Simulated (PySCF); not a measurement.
# C6H10ClF: the cost of one run

Programs: PySCF 2.14.0, with routines of our own; each step states its level. All values are computed. Atoms count from 0.

### Step 1. The system as given

18 atoms, charge 1, multiplicity 2; geometry from: GFN2-xTB.

### Step 2. Open-shell or spin-flip excitations: unrestricted TDDFT CAM-B3LYP/def2-SVP

What the job is given:

```
{"job": {"kind": "uabs", "xc": "CAM-B3LYP", "basis": "def2-SVP", "nstates": 10, "tda": false}, "charge": 1, "multiplicity": 2}
C     -1.772941    -0.848014     0.319270
C     -0.895636     0.319869    -0.075381
C      0.074866     0.797902     1.013572
C      1.485996     0.619402     0.434451
Cl     2.615139     0.036282     1.671431
C      1.311536    -0.385865    -0.727995
F      1.191468    -1.650807    -0.238274
C     -0.042697     0.049719    -1.313108
H     -1.153171    -1.744340     0.438004
H     -2.504112    -1.076603    -0.454583
H     -2.288807    -0.669292     1.259994
H     -1.593387     1.149876    -0.288301
H     -0.059809     0.204091     1.921096
H     -0.072450     1.839770     1.305137
H      1.893495     1.547337     0.025814
H      2.136881    -0.396026    -1.445068
H      0.119335     0.947142    -1.910099
H     -0.454465    -0.734126    -1.947618
```

Level: unrestricted TDDFT CAM-B3LYP/def2-SVP, vertical, gas phase, core orbitals frozen in the response.

Launch:

```sh
$ OMP_NUM_THREADS=1 python excited_run.py task.json out
```

One launch serves the whole session: the jobs run in the order shown.

**Question.** How long does this first job take on 1 thread of Intel Xeon Platinum 8175M at 2.50GHz, shared host, and how much memory does it need?

About 2.5 min, with a peak of 0.73 GiB.
